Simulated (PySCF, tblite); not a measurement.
# C₂H₈AlBO₃, a small molecule taken as a stand-in for a surface group (boron hydroxide): NMR shifts, core binding energies and electronic excitations, part 2 of 2

tblite 0.8.0 and PySCF 2.14.0. Atoms count from 0, parts from 1. The steps go on from the part before.

## Step 5: Core holes by ΔSCF: SCAN, X2C

The job: settings as JSON, then the geometry in Å.

```
{"job": {"kind": "xps", "holes": 5}, "charge": 0, "multiplicity": 1}
O     -2.714771     0.177680    -1.839259
B     -1.390495    -0.146757    -1.905873
O     -0.931208    -0.574497    -3.117945
O     -0.569858    -0.049863    -0.821082
Al     0.421518     0.047975     0.564536
C     -0.444986     0.502841     2.250705
C      2.323215    -0.307902     0.326989
H     -2.948471     0.461986    -0.952114
H      0.007157    -0.773777    -3.071034
H     -1.243935    -0.216843     2.497867
H      0.257662     0.527012     3.098376
H     -0.927475     1.493712     2.190367
H      2.764927     0.355169    -0.436090
H      2.487289    -1.340506    -0.026891
H      2.899695    -0.180967     1.256761
```

Method: delta-SCF UKS SCAN, pcX-2 on the ionised atom, pcseg-1 elsewhere, spin-free X2C.

Output:

```text
ground state, core basis on atom 0 (O), 173 functions
  cycle   1  E = -574.29186431  |g| = 1.29e+00
  cycle   2  E = -573.74228229  |g| = 2.09e+00
  cycle   3  E = -574.60587134  |g| = 2.41e-01
  cycle   4  E = -574.61774079  |g| = 8.11e-02
  cycle   5  E = -574.61888246  |g| = 3.99e-02
  cycle   6  E = -574.61917576  |g| = 7.55e-03
  cycle   7  E = -574.61918536  |g| = 2.66e-03
  cycle   8  E = -574.61918892  |g| = 1.33e-03
  cycle   9  E = -574.61918736  |g| = 1.32e-04
  E(ground) = -574.66485160 Eh
hole in O 1s of atom 0
  cycle   1  E = -554.02577268  |g| = 2.21e+00
  cycle   2  E = -552.00175204  |g| = 2.50e+00
  cycle   3  E = -554.54376848  |g| = 7.48e-01
  cycle   4  E = -554.77969845  |g| = 2.97e-01
  cycle   5  E = -554.81656135  |g| = 1.13e-01
  cycle   6  E = -554.82094047  |g| = 5.37e-02
  cycle   7  E = -554.82198516  |g| = 1.69e-02
  cycle   8  E = -554.82208948  |g| = 6.26e-03
  cycle   9  E = -554.82210357  |g| = 2.17e-03
  cycle  10  E = -554.82210592  |g| = 7.21e-04
  cycle  11  E = -554.82210660  |g| = 2.26e-04
  E(ion) = -554.86892380 Eh   <S^2> = 0.7611   hole on atom = 1.000   binding energy = 538.675 eV
ground state, core basis on atom 1 (B), 173 functions
  cycle   1  E = -574.58940443  |g| = 8.30e-02
  cycle   2  E = -574.58786551  |g| = 1.17e-01
  cycle   3  E = -574.59030719  |g| = 1.79e-02
  cycle   4  E = -574.59034392  |g| = 1.08e-02
  cycle   5  E = -574.59036466  |g| = 2.54e-03
  cycle   6  E = -574.59036666  |g| = 3.70e-04
  E(ground) = -574.63962089 Eh
hole in B 1s of atom 1
  cycle   1  E = -566.94059864  |g| = 1.18e+00
  cycle   2  E = -565.00748489  |g| = 1.92e+00
  cycle   3  E = -567.13491614  |g| = 5.56e-01
  cycle   4  E = -567.29230658  |g| = 2.28e-01
  cycle   5  E = -567.31144644  |g| = 1.07e-01
  cycle   6  E = -567.31586681  |g| = 3.00e-02
  cycle   7  E = -567.31616599  |g| = 1.12e-02
  cycle   8  E = -567.31621233  |g| = 6.38e-03
  cycle   9  E = -567.31622707  |g| = 2.91e-03
  cycle  10  E = -567.31622906  |g| = 8.23e-04
  cycle  11  E = -567.31623082  |g| = 2.76e-04
  E(ion) = -567.36604148 Eh   <S^2> = 0.7663   hole on atom = 1.000   binding energy = 197.924 eV
ground state, core basis on atom 2 (O), 173 functions
  cycle   1  E = -574.61937564  |g| = 9.86e-02
  cycle   2  E = -574.61877571  |g| = 7.09e-02
  cycle   3  E = -574.61906247  |g| = 5.76e-02
  cycle   4  E = -574.61961711  |g| = 5.25e-03
  cycle   5  E = -574.61962359  |g| = 9.07e-04
  cycle   6  E = -574.61962328  |g| = 2.53e-04
  E(ground) = -574.66485119 Eh
hole in O 1s of atom 2
  cycle   1  E = -554.02474430  |g| = 2.21e+00
  cycle   2  E = -551.99105697  |g| = 2.50e+00
  cycle   3  E = -554.54267757  |g| = 7.49e-01
  cycle   4  E = -554.78023128  |g| = 2.96e-01
  cycle   5  E = -554.81706109  |g| = 1.13e-01
  cycle   6  E = -554.82149117  |g| = 5.23e-02
  cycle   7  E = -554.82248038  |g| = 1.71e-02
  cycle   8  E = -554.82258491  |g| = 6.22e-03
  cycle   9  E = -554.82259931  |g| = 2.15e-03
  cycle  10  E = -554.82260063  |g| = 7.44e-04
  cycle  11  E = -554.82260206  |g| = 2.42e-04
  E(ion) = -554.86924423 Eh   <S^2> = 0.7612   hole on atom = 1.000   binding energy = 538.666 eV
ground state, core basis on atom 3 (O), 173 functions
  cycle   1  E = -574.62095432  |g| = 1.24e-01
  cycle   2  E = -574.61681466  |g| = 1.75e-01
  cycle   3  E = -574.62198997  |g| = 4.11e-02
  cycle   4  E = -574.62225367  |g| = 1.26e-02
  cycle   5  E = -574.62228103  |g| = 1.12e-03
  cycle   6  E = -574.62228203  |g| = 3.30e-04
  E(ground) = -574.66679677 Eh
hole in O 1s of atom 3
  cycle   1  E = -554.04101642  |g| = 2.23e+00
  cycle   2  E = -553.60054069  |g| = 2.20e+00
  cycle   3  E = -554.77744707  |g| = 5.10e-01
  cycle   4  E = -554.81081945  |g| = 3.85e-01
  cycle   5  E = -554.86591253  |g| = 4.25e-02
  cycle   6  E = -554.86635055  |g| = 2.11e-02
  cycle   7  E = -554.86659185  |g| = 3.57e-03
  cycle   8  E = -554.86659881  |g| = 1.75e-03
  cycle   9  E = -554.86659934  |g| = 9.80e-04
  cycle  10  E = -554.86660052  |g| = 2.93e-04
  E(ion) = -554.91231559 Eh   <S^2> = 0.7614   hole on atom = 1.000   binding energy = 537.547 eV
ground state, core basis on atom 4 (Al), 184 functions
  cycle   1  E = -574.66485915  |g| = 2.60e-01
  cycle   2  E = -574.66042613  |g| = 1.88e-01
  cycle   3  E = -574.66231658  |g| = 1.53e-01
  cycle   4  E = -574.66671813  |g| = 1.94e-02
  cycle   5  E = -574.66677224  |g| = 5.44e-03
  cycle   6  E = -574.66677744  |g| = 5.14e-04
  cycle   7  E = -574.66677713  |g| = 2.13e-04
  E(ground) = -574.67784187 Eh
hole in Al 2p of atom 4
  cycle   1  E = -571.41752310  |g| = 1.08e+00
  cycle   2  E = -569.86035062  |g| = 1.54e+00
  cycle   3  E = -571.32883666  |g| = 9.10e-01
  cycle   4  E = -571.65083955  |g| = 2.41e-01
  cycle   5  E = -571.67373348  |g| = 2.10e-01
  cycle   6  E = -571.69009341  |g| = 3.95e-02
  cycle   7  E = -571.69061241  |g| = 1.98e-02
  cycle   8  E = -571.69078689  |g| = 2.97e-03
  cycle   9  E = -571.69079135  |g| = 1.13e-03
  cycle  10  E = -571.69079251  |g| = 4.21e-04
  E(ion) = -571.70794683 Eh   <S^2> = 0.7525   hole on atom = 1.004   binding energy = 80.815 eV
  2p3/2 = 80.342 eV   2p1/2 = 80.918 eV
```

Wall time 51 s (1 thread of AMD EPYC 7R43, shared host); peak memory 0.67 GiB.

Binding energies by hole, beside the orbital energy of the ground state; the difference holds orbital relaxation and, for a density functional, its self-interaction error:

```
       hole  stands for                 environment  ΔSCF (eV; 2p as the shell's mean)  −ε (eV)   ⟨S²⟩
  O1s on O0          O0       oxygen bonded to B, H                             538.67    516.4  0.761
  B1s on B1          B1         boron bonded to 3 O                             197.92    181.2  0.766
  O1s on O2          O2       oxygen bonded to B, H                             538.67    516.4  0.761
  O1s on O3          O3      oxygen bonded to Al, B                             537.55    516.0  0.761
Al2p on Al4         Al4  aluminium bonded to 2 C, O                              80.53     70.6  0.752
```

With the spin-orbit splitting: Al4 2p3/2 80.34, 2p1/2 80.92 eV. The table gives each 2p level as the mean over the whole 2p shell (two parts 2p3/2, one part 2p1/2), which differs a little from the single hole in the log.

## Step 6: Excited states and response: CAM-B3LYP/def2-SVPD

The job, as its differences from that of step 5:

```diff
@@ -1,2 +1,2 @@
-{"job": {"kind": "xps", "holes": 5}, "charge": 0, "multiplicity": 1}
+{"job": {"kind": "uv", "xc": "CAM-B3LYP", "basis": "def2-SVPD", "nstates": 6, "ntriplets": 2, "ip": true}, "charge": 0, "multiplicity": 1}
 O     -2.714771     0.177680    -1.839259
```

Level: TDDFT CAM-B3LYP/def2-SVPD, vertical, gas phase, core orbitals frozen in the response.

Output:

```text
coarse grid: 13104 points
cycle   1  E = -573.4483102396  dE =  6.761e-01  |g| = 1.100e+00  |ddm| = 6.911e+00
cycle   2  E = -573.3639234116  dE =  8.439e-02  |g| = 1.332e+00  |ddm| = 3.312e+00
cycle   3  E = -573.6856436409  dE = -3.217e-01  |g| = 8.374e-02  |ddm| = 1.721e+00
cycle   4  E = -573.6868505798  dE = -1.207e-03  |g| = 4.574e-02  |ddm| = 2.054e-01
cycle   5  E = -573.6872828650  dE = -4.323e-04  |g| = 1.294e-02  |ddm| = 5.776e-02
cycle   6  E = -573.6873112293  dE = -2.836e-05  |g| = 3.550e-03  |ddm| = 1.772e-02
cycle   7  E = -573.6873142168  dE = -2.987e-06  |g| = 5.686e-04  |ddm| = 6.670e-03
final grid: 122120 points
cycle   8  E = -573.7941628964  dE = -3.813e-05  |g| = 3.329e-03  |ddm| = 9.977e-02
cycle   9  E = -573.7941632888  dE = -3.925e-07  |g| = 3.205e-03  |ddm| = 1.240e-02
cycle  10  E = -573.7941656226  dE = -2.334e-06  |g| = 3.718e-04  |ddm| = 3.799e-03
cycle  11  E = -573.7941656385  dE = -1.590e-08  |g| = 2.583e-04  |ddm| = 6.813e-04
cycle  12  E = -573.7941656514  dE = -1.285e-08  |g| = 2.517e-05  |ddm| = 3.631e-04
cycle  13  E = -573.7941656515  dE = -1.301e-10  |g| = 1.549e-05  |ddm| = 5.299e-05
converged SCF energy = -573.7941656515

Static polarisability (au): isotropic 73.504, principal 58.813 79.392 82.307

Singlet excitations
state   eV       nm        f      main configurations
  1   5.9732    207.6   0.00000   H->L+1 0.98
  2   6.5110    190.4   0.14350   H->L 0.94
  3   7.5070    165.2   0.00901   H->L+2 0.45, H-2->L 0.43
  4   7.6443    162.2   0.00014   H-2->L+1 0.91
  5   7.7598    159.8   0.00003   H-1->L 0.62, H-1->L+2 0.29
  6   7.8615    157.7   0.02459   H->L+3 0.63, H-4->L 0.17

Triplet excitations (Tamm-Dancoff, eV): 5.6853 6.0586
Vertical ionisation energy (delta-SCF) = 10.0358 eV
Vertical electron affinity (delta-SCF) = -0.4610 eV
```

Wall time 1.9 min (1 thread of AMD EPYC 7R43, shared host); peak memory 1.1 GiB.

Frontier orbitals and where they lie:

```
orbital      eV                       atoms
 HOMO−3  -10.86   O3 51 %, O0 17 %, O2 16 %
 HOMO−2  -10.66   O3 47 %, O2 13 %, O0 13 %
 HOMO−1  -10.54    O2 44 %, O0 43 %, B1 8 %
   HOMO   -9.25  C5 25 %, C6 24 %, Al4 16 %
   LUMO   -0.01   Al4 51 %, B1 13 %, C5 5 %
 LUMO+1    0.44  Al4 47 %, O3 14 %, C6 12 %
 LUMO+2    1.04   B1 36 %, Al4 14 %, O2 8 %
```

With each of the 6 states as a Gaussian band of 0.4 eV half-width at 1/e, the curve within the window shown has maxima at 191 nm (ε 5,800), 159 nm (ε 1,200) L/(mol cm). Beyond the last state computed it falls off for lack of states. The curve at chosen wavelengths:

| nm | ε (L/mol/cm) |
| --- | --- |
| 152 | 594 |
| 155 | 959 |
| 158 | 1174 |
| 161 | 1147 |
| 164 | 942 |
| 168 | 625 |
| 171 | 530 |
| 174 | 719 |
| 177 | 1328 |
| 180 | 2390 |
| 183 | 3732 |
| 186 | 4976 |
| 189 | 5714 |
| 193 | 5560 |
| 196 | 4719 |
| 199 | 3585 |
| 202 | 2463 |
| 205 | 1544 |
| 208 | 891 |
| 211 | 477 |
| 214 | 238 |
| 218 | 86 |
| 221 | 37 |
| 224 | 15 |
| 227 | 6 |
| 230 | 2 |

Further results of this job:

```
           property  computed
  dipole moment (D)      3.91
polarisability (Å³)     10.89
 HOMO–LUMO gap (eV)      9.24
      −ε(HOMO) (eV)      9.25
```

## Step 7: Outcome

The summary covers parts 1 to 2.

| quantity | value |
| --- | --- |
| rotational constants (main isotopes) | 3.30, 1.14, 0.86 GHz |
| ¹³C shifts against TMS (PBE0/pcSseg-1) | -10.4, -10.4 ppm |
| ¹H shifts against TMS (PBE0/pcSseg-1) | 2.46, 2.45, -0.36, -0.36, -0.37, -0.37, -0.42, -0.42 ppm |
| ¹⁷O shifts against H2O (PBE0/pcSseg-1) | 125.5, 89.2, 89.2 ppm |
| ¹¹B shifts against BF3·OEt2 (PBE0/pcSseg-1) | 16.4 ppm |
| ²⁷Al shifts against AlH4- (PBE0/pcSseg-1) | 129.0 ppm |
| O1s binding energies, SCAN/pcX-2 | O0 538.67, O2 538.67, O3 537.55 eV |
| B1s binding energies, SCAN/pcX-2 | B1 197.92 eV |
| Al2p binding energies, SCAN/pcX-2 | Al4 80.53 eV |
| lowest singlet (CAM-B3LYP/def2-SVPD) | 5.97 eV (208 nm), f = 0.000 |
| brightest single state of those computed | state 2, 6.51 eV, f = 0.143 |
| lowest triplet | 5.69 eV |
| vertical ionisation energy (ΔSCF) | 10.04 eV |
| vertical electron affinity (ΔSCF) | -0.46 eV (unbound: the value hangs on the basis) |

**Reading.** The optimisation took 5 steps and gained 0.194 eV; among the close pairs (by a distance rule), O3–Al4 changed most, from 1.641 to 1.707 Å (PBE0/def2-SVP). No frequency check was run at this level, so the end point may be a saddle. At PBE0/pcSseg-1: Shielding is most anisotropic at Al4 (span 253 ppm, paramagnetic term -439 ppm). The O1s levels kept as sound span 1.13 eV, from O3 (oxygen bonded to Al, B) up to O0 (oxygen bonded to B, H). The lowest singlet, at 5.97 eV, is HOMO→LUMO+1 0.98 and is dark; of the 6 states computed, the strongest absorption comes from state 2 at 6.51 eV. The lowest triplet lies 0.29 eV below the lowest singlet (triplets in Tamm-Dancoff, singlets in full TDDFT). ΔSCF puts the ionisation energy at 10.04 eV, 0.78 eV above −ε(HOMO). A capped cluster stands for the solid here, so long-range fields and strain are missing, and bands or shifts of the capping hydrogens have no counterpart in it.
